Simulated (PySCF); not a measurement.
# C6H10OSi: electronic excitations

What electronic excitations should C6H10OSi (`C(=C1\C[SiH2]1)/C1COC1`) show?

Computed with PySCF 2.14.0, with density-fitted response routines of our own, on a single molecule in the gas phase. Atoms count from 0, in the outputs and in this text.

**1. Starting geometry**

18 atoms, charge 0, multiplicity 1; geometry from: GFN2-xTB.

Bonds of the start (Å): C0–C1 1.32, C1–C2 1.50, C2–Si3 1.90, C0–C4 1.49, C4–C5 1.54, C5–O6 1.43, O6–C7 1.43, Si3–C1 1.85, C7–C4 1.54, C0–H8 1.09, C2–H9 1.08, C2–H10 1.08, Si3–H11 1.45, Si3–H12 1.45, C4–H13 1.09, C5–H14 1.09, C5–H15 1.09, C7–H16 1.09, C7–H17 1.09.

**2. Ultraviolet spectrum: CAM-B3LYP/def2-SVPD**

The job: settings as JSON, then the geometry in Å.

```
{"job": {"kind": "uv", "xc": "CAM-B3LYP", "basis": "def2-SVPD", "nstates": 8, "ntriplets": 3}, "charge": 0, "multiplicity": 1}
C      0.104662    -0.561445    -0.049314
C      1.332078    -0.149837    -0.290155
C      2.734855    -0.662803    -0.114440
Si     2.596150     1.059455    -0.905954
C     -1.108451     0.244048    -0.359314
C     -2.252214    -0.476896    -1.097396
O     -3.163429    -0.222405    -0.027574
C     -2.147590     0.388607     0.768629
H     -0.082781    -1.532256     0.401651
H      2.999491    -1.529794    -0.707222
H      3.068585    -0.778910     0.909609
H      2.926282     2.214919    -0.090365
H      2.822081     1.176735    -2.336065
H     -0.822628     1.192674    -0.815657
H     -2.581889    -0.019679    -2.033804
H     -2.094931    -1.549567    -1.248895
H     -2.408089     1.411186     1.052654
H     -1.930939    -0.197714     1.667196
```

With the program's defaults for keys left out, this is: TDDFT CAM-B3LYP/def2-SVPD, vertical, gas phase, core orbitals frozen in the response.

Started as:

```console
$ OMP_NUM_THREADS=1 python probes_run.py task.json out
```

One launch serves the whole session: the jobs run in the order shown.

Log:

```text
coarse grid: 15432 points
cycle   1  E = -598.5927403246  dE =  1.336e+00  |g| = 6.452e-01  |ddm| = 7.397e+00
cycle   2  E = -598.5503052811  dE =  4.244e-02  |g| = 8.373e-01  |ddm| = 2.507e+00
cycle   3  E = -598.6856320207  dE = -1.353e-01  |g| = 6.582e-02  |ddm| = 1.435e+00
cycle   4  E = -598.6863270390  dE = -6.950e-04  |g| = 3.648e-02  |ddm| = 1.972e-01
cycle   5  E = -598.6866765225  dE = -3.495e-04  |g| = 6.868e-03  |ddm| = 9.926e-02
cycle   6  E = -598.6866885622  dE = -1.204e-05  |g| = 1.682e-03  |ddm| = 1.939e-02
cycle   7  E = -598.6866892171  dE = -6.549e-07  |g| = 7.576e-04  |ddm| = 4.701e-03
final grid: 144104 points
cycle   8  E = -598.7926172551  dE = -3.821e-05  |g| = 4.081e-03  |ddm| = 1.222e-01
cycle   9  E = -598.7926166461  dE =  6.089e-07  |g| = 4.632e-03  |ddm| = 2.053e-02
cycle  10  E = -598.7926212663  dE = -4.620e-06  |g| = 5.329e-04  |ddm| = 7.810e-03
cycle  11  E = -598.7926213199  dE = -5.362e-08  |g| = 1.861e-04  |ddm| = 1.172e-03
cycle  12  E = -598.7926213281  dE = -8.197e-09  |g| = 2.897e-05  |ddm| = 5.906e-04
cycle  13  E = -598.7926213284  dE = -2.658e-10  |g| = 7.964e-06  |ddm| = 1.375e-04
converged SCF energy = -598.7926213284

Static polarisability (au): isotropic 102.914, principal 83.898 92.730 132.115

Singlet excitations
state   eV       nm        f      main configurations
  1   5.3802    230.4   0.00005   H-1->L 0.54, H-2->L 0.32, H->L 0.09
  2   6.2929    197.0   0.00518   H-3->L 0.84
  3   6.3731    194.5   0.56709   H->L 0.44, H-1->L+1 0.26, H-2->L+1 0.14
  4   6.3968    193.8   0.00115   H->L+1 0.83, H-1->L+1 0.10
  5   6.5431    189.5   0.13776   H->L 0.34, H-1->L+1 0.27, H-2->L+1 0.15
  6   6.7369    184.0   0.00022   H-2->L 0.61, H-1->L 0.24
  7   6.9286    178.9   0.00090   H-2->L+4 0.30, H-1->L+4 0.16, H-2->L+3 0.12
  8   6.9579    178.2   0.04267   H-1->L+2 0.36, H-2->L+2 0.17, H-1->L+3 0.08

Triplet excitations (Tamm-Dancoff, eV): 4.0277 4.8910 5.1834
```

Run time: 2.1 min. Hardware: 1 thread of Arm Neoverse N1, shared host; peak memory 1.1 GiB.

The orbitals next to the gap, with their largest atomic shares:

```
orbital     eV                        atoms
 HOMO−3  -9.54   C2 31 %, C1 16 %, Si3 12 %
 HOMO−2  -8.70   O6 37 %, C1 10 %, Si3 10 %
 HOMO−1  -8.64   C1 20 %, O6 18 %, Si3 17 %
   HOMO  -8.63     C1 31 %, C0 26 %, C2 8 %
   LUMO   0.60   C1 26 %, C0 24 %, Si3 10 %
 LUMO+1   0.76  Si3 34 %, C2 16 %, H11 11 %
 LUMO+2   1.21   Si3 44 %, H11 8 %, H12 8 %
```

With each of the 8 states as a Gaussian band of 0.4 eV half-width at 1/e, the curve within the window shown has maxima at 194 nm (ε 28,000) L/(mol cm). Beyond the last state computed it falls off for lack of states. The curve at chosen wavelengths:

| nm | ε (L/mol/cm) |
| --- | --- |
| 171 | 1407 |
| 175 | 3344 |
| 178 | 5987 |
| 182 | 11728 |
| 185 | 17392 |
| 189 | 24611 |
| 192 | 27792 |
| 196 | 27336 |
| 199 | 23816 |
| 203 | 17010 |
| 206 | 11902 |
| 210 | 6519 |
| 213 | 3811 |
| 217 | 1682 |
| 220 | 850 |
| 224 | 316 |
| 227 | 143 |
| 231 | 48 |
| 234 | 21 |
| 238 | 7 |
| 241 | 3 |
| 245 | 2 |
| 248 | 1 |
| 252 | 1 |
| 255 | 0 |
| 259 | 0 |

Further results of this job:

```
           property  computed
  dipole moment (D)      2.35
polarisability (Å³)     15.25
 HOMO–LUMO gap (eV)      9.23
      −ε(HOMO) (eV)      8.63
```

**3. Summary of results**

```
                                quantity                        value
    lowest singlet (CAM-B3LYP/def2-SVPD)  5.38 eV (230 nm), f = 0.000
brightest single state of those computed  state 3, 6.37 eV, f = 0.567
                          lowest triplet                      4.03 eV
```

What this shows: The first singlet state (HOMO−1→LUMO 0.54, HOMO−2→LUMO 0.32) lies at 5.38 eV and is dark; of the 8 states computed, the strongest absorption comes from state 3 at 6.37 eV. The lowest triplet lies 1.35 eV below the lowest singlet (triplets in Tamm-Dancoff, singlets in full TDDFT).
